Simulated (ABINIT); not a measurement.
Crystal: SiF.

```
Si F
1.0
     3.02860    0.00000    0.00000
     0.00000    3.02860    0.00000
     0.00000    0.00000    3.02860
Si F
1 1
Direct
  0.50000 0.50000 0.50000
  0.00000 0.00000 0.00000
```

The cell was built by a generator and needn't be a form met in nature.

| Quantity | Value |
| --- | --- |
| Program | ABINIT 10.8.3 (patched build) |
| Task | single point |
| Functional | PBE |
| Potentials or basis | JTH PAW PBE v2.0 |
| Cutoff | 626 eV |
| k mesh | 9 × 9 × 9 |
| Occupations | fermi-dirac, width 0.05 eV |
| Spin | no spin polarisation |

On this cell: pressure 0.0 GPa; largest force zero by symmetry; band gap on the k mesh none (metal or under the smearing width).

The same run follows on a disturbed copy (atoms moved at random, drawn with an rms of 0.05 Å):

```
Si F
1.0
     3.02860    0.00000    0.00000
     0.00000    3.02860    0.00000
     0.00000    0.00000    3.02860
Si F
1 1
Direct
  0.49055 0.49260 0.48363
  0.00787 0.98963 0.00204
```

Problem. What does the disturbed cell give?

Solution. The energy (extrapolated to zero smearing) moves by -1.2 meV/atom; pressure 0.0 GPa; largest force 0.060 eV/Å; band gap on the k mesh none (metal or under the smearing width).

Forces in eV/Å, atoms in the order of the input:
```
Si  -0.042  0.010 -0.041
F    0.042 -0.010  0.041
```

Stress tensor (GPa, compression positive):
```
-0.01  0.03 -0.15
 0.03  0.16  0.03
-0.15  0.03 -0.01
```

The energy falls, though the first cell shows no forces: that form is unstable against this distortion, unless noise or another electronic state is at work.

Caveats: an odd number of electrons without spin polarisation forces a metal; a magnetic or distorted state may lie lower.
